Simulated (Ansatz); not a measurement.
This script drives Ansatz's Python interface.

The script, `bde.py`:
```python
"""X-H bond energies of Cl2HISn without relaxation."""

import ansatz as az


def energy_of(molecule, charge=0, unpaired=0):
    calc = (
        molecule.calculation()
        .basis(gaussian="def2-SVP")
        .functional("pbe0")
        .scf(lower_state_search="standard")
    )
    if charge:
        calc = calc.charge(charge)
    if unpaired:
        calc = calc.spin("collinear", total=unpaired)
    return calc.run(threads=1).report["free_energy_ev"]

GEOMETRY = """
Cl    0.05070   -1.35530    1.95780
Sn    0.14450   -0.04370   -0.03320
Cl    0.48880    2.22150    0.49770
I    -2.11130   -0.25610   -1.43700
H     1.47710   -0.64010   -1.02670
"""

def without(molecule, index):
    rest = az.Crystal.molecule()
    for i, site in enumerate(molecule.cartesian_sites):
        if i != index:
            rest = rest.atom(site.symbol, site.position_ang)
    return rest

geometry = az.Crystal.molecule()
for line in GEOMETRY.strip().splitlines():
    symbol, *xyz = line.split()
    geometry = geometry.atom(symbol, [float(v) for v in xyz])

whole = energy_of(geometry, 0)
hydrogen = energy_of(az.Crystal.molecule().atom("H", (0, 0, 0)), 0, 1)
print(f"E(molecule) = {whole:.5f} eV, E(H) = {hydrogen:.5f} eV")
for index in [4]:
    radical = energy_of(without(geometry, index), 0, 1)
    print(f"H{index}: homolysis {(radical + hydrogen - whole):.3f} eV")
    anion = energy_of(without(geometry, index), -1)
    print(f"H{index}: loss of a proton {(anion - whole):.3f} eV")
```

It is started by `python bde.py`. How long does it take on 1 thread of Arm Neoverse V2, with other jobs on the host, and how much memory does it need?

It took about 16 s, with a peak of 0.37 GiB, for 4 runs of the engine.

```console
$ python bde.py
E(molecule) = -38981.63063 eV, E(H) = -13.61361 eV
H4: homolysis 2.802 eV
H4: loss of a proton 13.412 eV
```

What to keep in mind:
- These settings explore the input space; basis and method may be short of convergence.
- The geometry is a force-field or estimated start, not a minimum of this method, and the basis set is short of its limit. All parts are taken at fixed geometry, without zero-point energy.
- def2 sets replace the cores of elements past krypton by effective core potentials.
- The spin-orbit lowering of heavy atoms is left out.
- Anions want diffuse functions, which this basis lacks.
